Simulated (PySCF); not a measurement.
# C3H13NSi2: the cost of one run

Computed with PySCF 2.14.0, with density-fitted response routines of our own, on a single molecule, in the gas phase or a continuum. Atoms count from 0, in the outputs and in this text.

**1. The molecule as given**

19 atoms, charge 0, multiplicity 1; geometry from: GFN2-xTB. The atoms were then displaced at random by about 0.01 Å, so the start is not that level's minimum.

Bonds of the start (Å): C0–N1 1.42, N1–Si2 1.71, Si2–C3 1.94, C3–C4 1.49, C4–Si5 1.89, C0–H6 1.08, C0–H7 1.09, C0–H8 1.12, N1–H9 1.00, Si2–H10 1.47, Si2–H11 1.48, C3–H12 1.10, C3–H13 1.09, C4–H14 1.10, C4–H15 1.11, Si5–H16 1.47, Si5–H17 1.47, Si5–H18 1.48.

**2. Geometry optimisation at PBE0-D3(BJ)/def2-SVP**

The job: settings as JSON, then the geometry in Å.

```
{"job": {"xc": "PBE0", "basis": "def2-SVP", "d3": "d3bj", "grid": 1, "shake": 0.01, "kind": "geom"}, "charge": 0, "multiplicity": 1}
C     -3.547090    -0.650780     0.253910
N     -2.169470    -0.726910    -0.064380
Si    -1.035270     0.412930     0.508690
C      0.711860    -0.138540    -0.131780
C      1.807430     0.662610     0.489430
Si     3.523010     0.143750    -0.120080
H     -4.023060    -1.614550     0.217550
H     -3.656600    -0.217580     1.249250
H     -4.108770     0.040650    -0.419190
H     -2.016440    -1.147550    -0.955940
H     -1.255510     1.813880     0.120470
H     -1.082310     0.347610     1.988860
H      0.700270    -0.026760    -1.223440
H      0.816780    -1.196100     0.094540
H      1.755250     0.556980     1.586060
H      1.650110     1.743110     0.298160
H      3.617110     0.368680    -1.566480
H      4.554460     0.928940     0.563100
H      3.727510    -1.293310     0.162340
```

The run is started by

```
> OMP_NUM_THREADS=1 python probes_run.py task.json out
```

One launch serves the whole session: the jobs run in the order shown.

**Question.** How long does this first job take on 1 thread of Arm Neoverse V1, shared host, and how much memory does it need?

About 94 s, with a peak of 0.62 GiB.
